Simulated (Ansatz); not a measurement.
# NbH (triplet): geometry optimisation

Where does this start of NbH (triplet) end when it is relaxed?

The runs use Ansatz 0.2.0, Gaussian basis; UKS PBE0/def2-TZVP.

## 1. The system as given

2 atoms, charge 0, spin multiplicity 3.

Atoms are counted from 1 here; the program's logs count them from 0.

Bond lengths: Nb1–H2 1.760 Å.

Coordinates:

```xyz
2

Nb    0.0000    0.0000    0.0000
H     0.0000    0.0000    1.7600
```

The start is set by covalent radii. Sticks and bond lists go by distance. No spin-orbit coupling is included. Elements past krypton take def2 core potentials.

## 2. Relaxation

Input file in.yaml:

```yaml
crystal:
  periodic: [false, false, false]
  atoms:
    - {symbol: Nb, position_ang: [0.000000, 0.000000, 0.000000]}
    - {symbol: H, position_ang: [0.000000, 0.000000, 1.760000]}
basis:
  gaussian: {orbitals: def2-TZVP}
magnetization: {spin_polarized: true, initial_magnetization: 2}
hamiltonian: {xc: pbe0}
relax: {f_tol: 0.004, max_steps: 80}
```

Launch:

```sh
ansatz run in.yaml --threads 1 --pin off --events-out ev --progress --plain --max-ram 2176MiB
```

What does the calculation give? Wanted: energy gained; shift from the start; total energy; dipole moment; ⟨S²⟩.

As calculated:

```
                  quantity          value
                     steps              3
             energy gained       0.000 eV
shift from the start (rms)        0.003 Å
              total energy  -1561.7163 eV
             dipole moment         2.45 D
                      ⟨S²⟩          2.824
```

What this shows: The bonds of the start are those of the end. Nb1–H2 went from 1.760 to 1.754 Å. The determinant is spin-contaminated (excess 0.82). No vibrations were run, so this is a stationary point, not a proven minimum, and this spin need not be the ground state's.
